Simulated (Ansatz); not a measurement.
# VMo: strong compression

An exercise on one series of results from a longer session: the logs are not shown, and one member is left open.

Method: DFT, PBEsol, PAW with Ansatz's default frozen-core files, scalar-relativistic, in Ansatz 0.2.0.

## The system as given

The structure is orthorhombic, space group Cmmm (No. 65). Conventional cell: a = 3.075 Å, b = 4.448 Å, c = 4.229 Å, α = 90.00°, β = 90.00°, γ = 90.00°. V (site symmetry mmm) is surrounded by 4 Mo at 2.61 Å and 4 V at 2.70 Å. Around Mo (site symmetry mmm) lie 4 V at 2.61 Å and 4 Mo at 2.70 Å.

Structure file:

```cif
data_structure
_symmetry_space_group_name_H-M 'P 1'
_symmetry_Int_Tables_number 1
_cell_length_a 2.7036
_cell_length_b 2.7036
_cell_length_c 4.2290
_cell_angle_alpha 90.000
_cell_angle_beta 90.000
_cell_angle_gamma 110.695
_cell_volume 28.92
loop_
_atom_site_label
_atom_site_type_symbol
_atom_site_fract_x
_atom_site_fract_y
_atom_site_fract_z
_atom_site_occupancy
V1 V 0.50000 0.50000 0.50000 1
Mo1 Mo 0.00000 0.00000 0.00000 1
```

Whether this phase is the stable one at these pressures isn't tested.

Atoms are numbered in the order of the input: V1, Mo2.

Set-up of the first run:

The input, input.yaml:

```yaml
crystal:
  lattice:
    - [1.53727779, -2.2240280561, 0.0]
    - [1.53727779, 2.2240280561, 0.0]
    - [0.0, 0.0, 4.2290126323]
  atoms:
    - { symbol: V, position: [0.5, 0.5, 0.5] }
    - { symbol: Mo, position: [0.0, 0.0, 0.0] }
kpoints:
  mp_grid: { grid: [14, 14, 9] }
  band_path:
    path:
      - [0.0, 0.0, 0.0]
      - [-0.5, 0.5, 0.0]
      - [-0.3694439593, 0.6305560407, 0.0]
      - [0.3694439593, 0.3694439593, 0.0]
      - [0.0, 0.0, 0.0]
      - [0.0, 0.0, 0.5]
      - [0.3694439593, 0.3694439593, 0.5]
      - [-0.3694439593, 0.6305560407, 0.5]
      - [-0.5, 0.5, 0.5]
    npoints: 6
scf:
  occupations: { method: fermi_dirac, width: 0.05 }
hamiltonian:
  xc: pbesol
  pseudopotentials: { kind: paw }
output:
  forces: true
  stress: true
  eigenvalues: true
  efg: { contact_densities: true }
  populations: true
```

The run is started by

```console
> ansatz run input.yaml --threads 1 --pin off --max-ram 2048MiB --backend cpu --events-out ev --progress --plain --runs-dir out
```

Steps of the session up to this table: Volume scaled by 1, PAW; Volume scaled by 0.75, PAW; Volume scaled by 0.65, PAW; Volume scaled by 0.45, PAW.

One of the session's tables, all rows but one given; the rest of the session is left out.

```
method  volume over the first  volume (Å³/atom)  pressure (GPa)
   PAW                      1            14.459           -5.82
   PAW                   0.75            10.844          105.96
   PAW                   0.65                 ?               ?
   PAW                   0.45             6.506          794.36
```

Estimate the missing values for PAW, 0.65.

**Answer.** volume (Å³/atom): 9.398; pressure (GPa): 215.03. In the column «volume (Å³/atom)» it lies between PAW, 0.45 (6.506) and PAW, 0.75 (10.844).

To keep in mind: Warnings in the runs' records: gradients without spin orbit.
